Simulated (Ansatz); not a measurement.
# CH6FN2Nb: small, medium and large basis sets

One table from this session's results is given with a row withheld; the runs are named, their logs left out.

Method: one geometry, several basis sets; program: Ansatz 0.2.0, Gaussian basis.

Levels to be run: PBE0-D4/def2-SVP; ωB97M-V/def2-SVP; PBE0-D4/def2-QZVPP; ωB97M-V/def2-QZVPP; the functionals' def2-TZVPP values are taken from earlier runs.

### The geometry

The geometry comes from an earlier relaxation with PBE0-D4 in a triple-zeta def2 set; it is a stationary point, not always the lowest conformer. Nb takes the def2 core potential; no spin-orbit term is included.

SMILES `[CH3][Nb](=[NH])([NH2])[F]`, 11 atoms, charge 0, spin multiplicity 1.

Atoms are counted from 1 here; the program's logs count them from 0.

Bond lengths: C1–Nb2 2.158 Å, C1–H6 1.092 Å, C1–H7 1.096 Å, C1–H8 1.097 Å, Nb2–N3 1.744 Å, Nb2–N4 1.961 Å, Nb2–F5 1.891 Å, N3–H9 1.009 Å, N4–H10 1.012 Å, N4–H11 1.008 Å. Angles: Nb2–C1–H6 112.4°, Nb2–C1–H7 109.2°, Nb2–C1–H8 110.0°, H6–C1–H7 108.0°, H6–C1–H8 108.7°, H7–C1–H8 108.4°, C1–Nb2–N3 103.9°, C1–Nb2–N4 106.5°, C1–Nb2–F5 108.8°, N3–Nb2–N4 105.1°, N3–Nb2–F5 115.5°, N4–Nb2–F5 116.1°, Nb2–N3–H9 169.2°, Nb2–N4–H10 122.9°, Nb2–N4–H11 126.7°, H10–N4–H11 110.2°.

Coordinates:

```
C    -1.53355    0.63322    0.11704
Nb    0.58740    0.25856    0.25651
N     0.72108   -0.92688    1.52816
N     1.09472   -0.69226   -1.38148
F     1.47516    1.89702    0.57611
H    -2.10991   -0.28358   -0.02235
H    -1.87681    1.11171    1.04114
H    -1.74078    1.30977   -0.72083
H     0.88667   -1.47408    2.35933
H     1.20129   -0.22868   -2.27493
H     1.36013   -1.66190   -1.45810
```

Set-up of the first run:

in.yaml reads:

```yaml
crystal:
  periodic: [false, false, false]
  atoms:
    - {symbol: C, position_ang: [-1.533546, 0.633216, 0.117045]}
    - {symbol: Nb, position_ang: [0.587398, 0.258562, 0.256512]}
    - {symbol: N, position_ang: [0.721083, -0.926880, 1.528161]}
    - {symbol: N, position_ang: [1.094717, -0.692256, -1.381478]}
    - {symbol: F, position_ang: [1.475159, 1.897020, 0.576113]}
    - {symbol: H, position_ang: [-2.109913, -0.283582, -0.022354]}
    - {symbol: H, position_ang: [-1.876813, 1.111706, 1.041145]}
    - {symbol: H, position_ang: [-1.740780, 1.309774, -0.720834]}
    - {symbol: H, position_ang: [0.886674, -1.474080, 2.359326]}
    - {symbol: H, position_ang: [1.201290, -0.228683, -2.274932]}
    - {symbol: H, position_ang: [1.360132, -1.661898, -1.458104]}
basis:
  gaussian: {orbitals: def2-SVP}
hamiltonian: {xc: pbe0, dispersion: d4}
output: {orbitals: {seedname: orbitals}}
```

Started as:

```
> ansatz run in.yaml --threads 4 --pin off --events-out ev --progress --plain --max-ram 10444MiB
```

Among the steps run: PBE0-D4 in def2-SVP; ωB97M-V in def2-SVP; PBE0-D4 in def2-QZVPP; ωB97M-V in def2-QZVPP.

One of the session's tables, all rows but one given; the rest of the session is left out.

It belongs to the step «Functionals by basis». 

| functional | basis | HOMO (eV) |
| --- | --- | --- |
| PBE0-D4 | def2-SVP | -7.54 |
| PBE0-D4 | def2-TZVPP | ? |
| PBE0-D4 | def2-QZVPP | -7.67 |
| ωB97M-V | def2-SVP | -9.88 |
| ωB97M-V | def2-TZVPP | -9.97 |
| ωB97M-V | def2-QZVPP | -10.01 |

**Question.** Estimate the row for PBE0-D4, def2-TZVPP.

As computed: HOMO (eV): -7.63. In the column «HOMO (eV)» it lies between PBE0-D4, def2-QZVPP (-7.67) and PBE0-D4, def2-SVP (-7.54).
